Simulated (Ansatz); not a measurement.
# [AlCl4]-: geometry, orbitals and charge

Aim: characterise [AlCl4]- as a singlet: its structure, frontier levels and distribution of charge.

Method: RKS PBE0-D4/def2-TZVPD; program: Ansatz 0.2.0, Gaussian basis.

Plan: relaxation at r2SCAN-D4/def2-SVPD; a search for the lowest solution at PBE0-D4/def2-SVP; a single point at PBE0-D4/def2-TZVPD.

### 1 The system as given

5 atoms, charge -1, spin multiplicity 1.

Atoms are counted from 1 here; the program's logs count them from 0.

Bond lengths: Al1–Cl2 2.114 Å, Al1–Cl3 2.114 Å, Al1–Cl4 2.114 Å, Al1–Cl5 2.115 Å. Angles: Cl2–Al1–Cl3 109.5°, Cl2–Al1–Cl4 109.5°, Cl2–Al1–Cl5 109.5°, Cl3–Al1–Cl4 109.4°, Cl3–Al1–Cl5 109.4°, Cl4–Al1–Cl5 109.5°.

Coordinates:

```xyz
5

Al   -0.0002    0.0003    0.0008
Cl    0.0097   -0.0173    2.1150
Cl    1.9890    0.0098   -0.7158
Cl   -1.0036    1.7304   -0.6856
Cl   -0.9950   -1.7232   -0.7144
```

The ion is computed in the gas phase, without counter-ions or solvent.

The start is a GFN2-xTB geometry.

### 2 Relaxation at r2SCAN-D4/def2-SVPD

in.yaml reads:

```yaml
crystal:
  periodic: [false, false, false]
  atoms:
    - {symbol: Al, position_ang: [-0.000240, 0.000310, 0.000830]}
    - {symbol: Cl, position_ang: [0.009750, -0.017320, 2.115030]}
    - {symbol: Cl, position_ang: [1.989000, 0.009820, -0.715840]}
    - {symbol: Cl, position_ang: [-1.003560, 1.730380, -0.685600]}
    - {symbol: Cl, position_ang: [-0.994960, -1.723190, -0.714420]}
basis:
  gaussian: {orbitals: def2-SVPD}
total_charge: -1
hamiltonian: {xc: r2scan, dispersion: d4}
scf: {lower_state_search: "off"}
output: {orbitals: {seedname: orbitals}}
relax: {f_tol: 0.02, max_steps: 100}
```

The run is started by

```sh
$ ansatz run in.yaml --threads 4 --pin off --events-out ev --progress --plain --max-ram 3916MiB
```

The runs that follow: Searching for the lowest solution, PBE0-D4/def2-SVP; Single point, PBE0-D4/def2-TZVPD.

**Question.** What will the summary of the whole plan be? Wanted: point group; commonest bond; HOMO, LUMO at PBE0-D4/def2-TZVPD.

The runs gave:

| quantity | value |
| --- | --- |
| point group | Td |
| commonest bond | Al–Cl, 4 of mean length 2.175 Å |
| HOMO, LUMO at PBE0-D4/def2-TZVPD | -4.48, 3.07 eV |

**Reading.** The molecule keeps its bonding pattern by the stored test; the atoms moved 0.05 Å (rms). No usable vibrations, so a minimum isn't proven. The HOMO lies nearest to Cl3, Cl4, Cl5 about 33 % each and the LUMO to 4 Cl atoms about 24 % each.
